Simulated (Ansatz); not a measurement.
# CH₆GaN: how energies converge with the basis set

One table from this session's results is given with a row withheld; the runs are named, their logs left out.

The runs use Ansatz 0.2.0, Gaussian basis; one geometry, several basis sets.

Levels to be run: PBE0-D4/def2-SVP; ωB97M-V/def2-SVP; PBE0-D4/def2-QZVPP; ωB97M-V/def2-QZVPP; the functionals' def2-TZVPP values are taken from earlier runs.

## Structure used throughout

All runs share one geometry, relaxed beforehand with PBE0-D4 in a triple-zeta def2 set.

SMILES `N[CH2][GaH2]`, 9 atoms, charge 0, spin multiplicity 1.

Atoms are counted from 1 here; the program's logs count them from 0.

Bond lengths: N1–C2 1.457 Å, N1–H4 1.011 Å, N1–H5 1.013 Å, C2–Ga3 1.977 Å, C2–H6 1.096 Å, C2–H7 1.105 Å, Ga3–H8 1.575 Å, Ga3–H9 1.573 Å. Angles: C2–N1–H4 111.6°, C2–N1–H5 111.7°, H4–N1–H5 107.2°, N1–C2–Ga3 112.4°, N1–C2–H6 109.3°, N1–C2–H7 115.0°, Ga3–C2–H6 106.7°, Ga3–C2–H7 107.6°, H6–C2–H7 105.3°, C2–Ga3–H8 119.4°, C2–Ga3–H9 120.6°, H8–Ga3–H9 120.0°.

The first run:

Contents of in.yaml:

```yaml
crystal:
  periodic: [false, false, false]
  atoms:
    - {symbol: N, position_ang: [-0.127937, 0.418022, -1.371692]}
    - {symbol: C, position_ang: [-0.074686, 0.634550, 0.067765]}
    - {symbol: Ga, position_ang: [0.458087, -0.992798, 1.056534]}
    - {symbol: H, position_ang: [-0.692856, -0.386836, -1.607057]}
    - {symbol: H, position_ang: [-0.524539, 1.214600, -1.855310]}
    - {symbol: H, position_ang: [0.678963, 1.398556, 0.291019]}
    - {symbol: H, position_ang: [-1.011122, 1.008731, 0.518766]}
    - {symbol: H, position_ang: [0.343552, -2.397262, 0.352783]}
    - {symbol: H, position_ang: [0.950525, -0.897553, 2.547193]}
basis:
  gaussian: {orbitals: def2-SVP}
hamiltonian: {xc: pbe0, dispersion: d4}
output: {orbitals: {seedname: orbitals}}
```

On the command line:

```sh
$ ansatz run in.yaml --threads 2 --pin off --events-out ev --progress --plain --max-ram 4352MiB
```

Steps of the session up to this table: PBE0-D4 in def2-SVP; ωB97M-V in def2-SVP; PBE0-D4 in def2-QZVPP; ωB97M-V in def2-QZVPP.

One of the session's tables, all rows but one given; the rest of the session is left out.

It belongs to the step «Functionals by basis». 

| functional | basis | HOMO (eV) | LUMO (eV) |
| --- | --- | --- | --- |
| PBE0-D4 | def2-SVP | -6.42 | -1.34 |
| PBE0-D4 | def2-TZVPP | -6.71 | -1.39 |
| PBE0-D4 | def2-QZVPP | -6.76 | -1.44 |
| ωB97M-V | def2-SVP | ? | ? |
| ωB97M-V | def2-TZVPP | -9.08 | 0.28 |
| ωB97M-V | def2-QZVPP | -9.13 | 0.09 |

**Question.** Estimate the row for ωB97M-V, def2-SVP.

As computed: HOMO (eV): -8.80; LUMO (eV): 0.37. In the column «HOMO (eV)» it lies between ωB97M-V, def2-TZVPP (-9.08) and PBE0-D4, def2-QZVPP (-6.76).
